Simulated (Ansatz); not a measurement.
# C2H6Ga (SMILES C[Ga]C) at 3 levels

We compute a comparison of 3 runs (UB3LYP/6-31G*, UPBE0/def2-SVP, UPBE0/cc-pVTZ) of C2H6Ga. 

The calculation is run with Ansatz 0.2.0.

7 further runs of the same task are left out: 1 for a known fault of the program, 1 that didn't finish, 5 set aside as unsound or not needed. Runs told in other sessions of the task aren't counted.

## Step 1: The molecule

The species is C2H6Ga (9 atoms), meant as a doublet with charge 0. SMILES: `C[Ga]C`. The coordinates come from a PBE0-D4/def2-TZVP relaxation.

Bond lengths: C1–Ga2 1.998 Å, Ga2–C3 1.998 Å, C1–H4 1.095 Å, C1–H5 1.095 Å, C1–H6 1.089 Å, C3–H7 1.089 Å, C3–H8 1.095 Å, C3–H9 1.095 Å. Some angles: C1–Ga2–C3 118.1°, Ga2–C1–H4 108.6°, Ga2–C1–H5 108.9°, Ga2–C1–H6 113.3°, Ga2–C3–H7 113.3°, Ga2–C3–H8 108.8°, Ga2–C3–H9 108.7°, H4–C1–H5 107.9°, H4–C1–H6 109.0°, H5–C1–H6 109.1°.

## Step 2: Energy and gradient at UB3LYP/6-31G(d) (Cartesian functions) (run 1)

Contents of run.yaml:

```yaml
crystal:
  periodic: [false, false, false]
  atoms:
    - symbol: C
      position_ang: [-1.246620, 1.163020, 0.175280]
    - symbol: Ga
      position_ang: [0.456630, 0.385560, 0.873010]
    - symbol: C
      position_ang: [1.273950, -1.139610, -0.126050]
    - symbol: H
      position_ang: [-2.014290, 0.382510, 0.177460]
    - symbol: H
      position_ang: [-1.092470, 1.479700, -0.861100]
    - symbol: H
      position_ang: [-1.602690, 2.011340, 0.758180]
    - symbol: H
      position_ang: [2.201980, -1.496820, 0.318200]
    - symbol: H
      position_ang: [1.469380, -0.822030, -1.155250]
    - symbol: H
      position_ang: [0.554120, -1.963680, -0.159730]
basis:
  gaussian:
    orbitals: "6-31G*"
hamiltonian:
  xc: {name: B3LYP}
accuracy: high
magnetization:
  spin_polarized: true
  initial_magnetization: 1
output: {forces: true, orbitals: {seedname: orbitals}}
```

Started as:

```bash
$ ansatz run run.yaml --threads 1 --pin off --max-ram 3480MiB --events-out events.jsonl --progress --plain --runs-dir runs
```

Standard output (excerpt; [...] marks lines left out):

```text
Warning: RAYON_NUM_THREADS=1 ignored (pool sized by the plan → 1); use --threads N
Functional definition: B3LYP
  name "B3LYP"
[...]
1688 factors; integrals over basis functions are off by at most 4.7e-9 eV
[...]
mean field -54542.97590920 eV, -2004.4173941061 hartree, gradient 1.4e-8 eV, S^2 0.751655; 0 other end points of the search recorded, 0 dependent functions left out
[...]
reference -54542.97594872 eV, -2004.4173955586 hartree; 25, 24 occupied and 52, 53 virtual orbitals, 1688 factors
Total energy: -54542.97594872 eV, -2004.4173955586 hartree
Atom 0 at    -1.246620     1.163020     0.175280 Å, force    -0.136267     0.053586    -0.061607 eV/Å
Atom 1 at     0.456630     0.385560     0.873010 Å, force     0.121484     0.102959     0.230516 eV/Å
Atom 2 at     1.273950    -1.139610    -0.126050 Å, force     0.056955    -0.121287    -0.085747 eV/Å
Atom 3 at    -2.014290     0.382510     0.177460 Å, force    -0.084943    -0.070031     0.008232 eV/Å
Atom 4 at    -1.092470     1.479700    -0.861100 Å, force     0.011258     0.046158    -0.100495 eV/Å
Atom 5 at    -1.602690     2.011340     0.758180 Å, force    -0.029949     0.082454     0.060074 eV/Å
Atom 6 at     2.201980    -1.496820     0.318200 Å, force     0.089957    -0.030867     0.047437 eV/Å
Atom 7 at     1.469380    -0.822030    -1.155250 Å, force     0.033879     0.028449    -0.101293 eV/Å
Atom 8 at     0.554120    -1.963680    -0.159730 Å, force    -0.062373    -0.091420     0.002884 eV/Å
Dipole moment:    -0.069237    -0.058487    -0.132237 e Å
```

Wall time 15 s (1 thread of Arm Neoverse V1, shared host); peak memory 0.36 GiB.

## Step 3: Energy and forces at UPBE0/def2-SVP (run 2)

Contents of molecule.yaml:

```yaml
crystal:
  periodic: [false, false, false]
  atoms:
    - {symbol: C, position_ang: [-1.246620, 1.163020, 0.175280]}
    - {symbol: Ga, position_ang: [0.456630, 0.385560, 0.873010]}
    - {symbol: C, position_ang: [1.273950, -1.139610, -0.126050]}
    - {symbol: H, position_ang: [-2.014290, 0.382510, 0.177460]}
    - {symbol: H, position_ang: [-1.092470, 1.479700, -0.861100]}
    - {symbol: H, position_ang: [-1.602690, 2.011340, 0.758180]}
    - {symbol: H, position_ang: [2.201980, -1.496820, 0.318200]}
    - {symbol: H, position_ang: [1.469380, -0.822030, -1.155250]}
    - {symbol: H, position_ang: [0.554120, -1.963680, -0.159730]}
basis:
  gaussian:
    orbitals: def2-SVP
magnetization:
  spin_polarized: true
  initial_magnetization: 1
hamiltonian:
  xc: pbe0
accuracy: high
output:
  forces: true
  orbitals: {seedname: orbitals}
```

Started as:

```bash
$ ansatz run molecule.yaml --threads 1 --pin off --max-ram 3480MiB --events-out events.jsonl --progress --plain --runs-dir runs
```

Standard output (excerpt; [...] marks lines left out):

```text
Warning: RAYON_NUM_THREADS=1 ignored (pool sized by the plan → 1); use --threads N
Functional definition: PBE0
  name "PBE0"
[...]
2053 factors; integrals over basis functions are off by at most 4.8e-8 eV
[...]
mean field -54531.00876326 eV, -2003.9776096044 hartree, gradient 2.0e-8 eV, S^2 0.751787; 0 other end points of the search recorded, 0 dependent functions left out
[...]
reference -54531.00876595 eV, -2003.9776097035 hartree; 25, 24 occupied and 65, 66 virtual orbitals, 2053 factors
Total energy: -54531.00876595 eV, -2003.9776097035 hartree
Atom 0 at    -1.246620     1.163020     0.175280 Å, force     0.260780    -0.121491     0.103560 eV/Å
Atom 1 at     0.456630     0.385560     0.873010 Å, force     0.006229     0.005542     0.010939 eV/Å
Atom 2 at     1.273950    -1.139610    -0.126050 Å, force    -0.128195     0.233113     0.150211 eV/Å
Atom 3 at    -2.014290     0.382510     0.177460 Å, force    -0.206634    -0.205856    -0.001517 eV/Å
Atom 4 at    -1.092470     1.479700    -0.861100 Å, force     0.037164     0.085567    -0.277547 eV/Å
Atom 5 at    -1.602690     2.011340     0.758180 Å, force    -0.105368     0.249252     0.171247 eV/Å
Atom 6 at     2.201980    -1.496820     0.318200 Å, force     0.272801    -0.105569     0.130273 eV/Å
Atom 7 at     1.469380    -0.822030    -1.155250 Å, force     0.053001     0.081131    -0.275512 eV/Å
Atom 8 at     0.554120    -1.963680    -0.159730 Å, force    -0.189778    -0.221688    -0.011654 eV/Å
Dipole moment:    -0.060270    -0.050935    -0.114982 e Å
```

Wall time 18 s (1 thread of Arm Neoverse V1, shared host); peak memory 0.45 GiB.

## Step 4: Energy and gradient at UPBE0/cc-pVTZ (run 3)

molecule.yaml: that of step 3 with these lines changed.

```diff
@@ -14,3 +14,4 @@
   gaussian:
-    orbitals: def2-SVP
+    orbitals: cc-pVTZ
+total_charge: 0
 magnetization:
@@ -19,6 +20,4 @@
 hamiltonian:
-  xc: pbe0
+  xc: {name: PBE0}
 accuracy: high
-output:
-  forces: true
-  orbitals: {seedname: orbitals}
+output: {forces: true, orbitals: {seedname: orbitals}}
```

Started as:

```bash
$ ansatz run molecule.yaml --threads 1 --pin off --max-ram 3480MiB --events-out events.jsonl --progress --plain --runs-dir runs
```

Standard output (excerpt; [...] marks lines left out):

```text
Warning: RAYON_NUM_THREADS=1 ignored (pool sized by the plan → 1); use --threads N
[... 2 set-up lines as earlier in the session ...]
[...]
3320 factors; integrals over basis functions are off by at most 7.5e-9 eV
[...]
mean field -54541.10420034 eV, -2004.3486100741 hartree, gradient 1.1e-8 eV, S^2 0.752127; 0 other end points of the search recorded, 0 dependent functions left out
[...]
reference -54541.10420334 eV, -2004.3486101844 hartree; 25, 24 occupied and 162, 163 virtual orbitals, 3320 factors
Total energy: -54541.10420334 eV, -2004.3486101844 hartree
Atom 0 at    -1.246620     1.163020     0.175280 Å, force    -0.020164     0.016233     0.001976 eV/Å
Atom 1 at     0.456630     0.385560     0.873010 Å, force    -0.004120    -0.003071    -0.009861 eV/Å
Atom 2 at     1.273950    -1.139610    -0.126050 Å, force     0.018243    -0.018418    -0.003060 eV/Å
Atom 3 at    -2.014290     0.382510     0.177460 Å, force     0.009421     0.017001    -0.000874 eV/Å
Atom 4 at    -1.092470     1.479700    -0.861100 Å, force    -0.006950    -0.002119     0.017928 eV/Å
Atom 5 at    -1.602690     2.011340     0.758180 Å, force     0.004999    -0.016032    -0.012339 eV/Å
Atom 6 at     2.201980    -1.496820     0.318200 Å, force    -0.017604     0.005212    -0.009963 eV/Å
Atom 7 at     1.469380    -0.822030    -1.155250 Å, force    -0.000029    -0.009509     0.017197 eV/Å
Atom 8 at     0.554120    -1.963680    -0.159730 Å, force     0.016204     0.010704    -0.001004 eV/Å
Dipole moment:    -0.053897    -0.045528    -0.103018 e Å
```

It took 56 s on 1 thread of Arm Neoverse V1, shared host; peak memory 1.1 GiB.

## Step 5: Overview of the runs

```tsv
run	level	Cartesian functions	energy (Eh)	dipole moment (D)	HOMO energy (eV)	LUMO energy (eV)	wall time
1	UB3LYP/6-31G* (Cartesian functions)	yes	-2004.417396	0.77	-4.54	-2.12	15 s
2	UPBE0/def2-SVP	no	-2003.977610	0.67	-4.89	-1.80	18 s
3	UPBE0/cc-pVTZ	no	-2004.348610	0.60	-4.93	-1.86	56 s
```

## Step 6: Outcome

```
                                 quantity           value
                      run 3: total energy  -2004.34861 Eh
                     run 3: dipole moment          0.60 D
run 3: HOMO energy (highest over α and β)        -4.93 eV
 run 3: LUMO energy (lowest over α and β)        -1.86 eV
                              run 3: ⟨S²⟩           0.752
          run 3: largest force on an atom      0.026 eV/Å
```

What this shows: The dipole moment (its size) runs from 0.60 D (UPBE0/cc-pVTZ) to 0.77 D (UB3LYP/6-31G*). The two ends differ in method and basis. Totals of different functionals can't be ranked against each other. All runs together took 89 s, the longest 56 s.
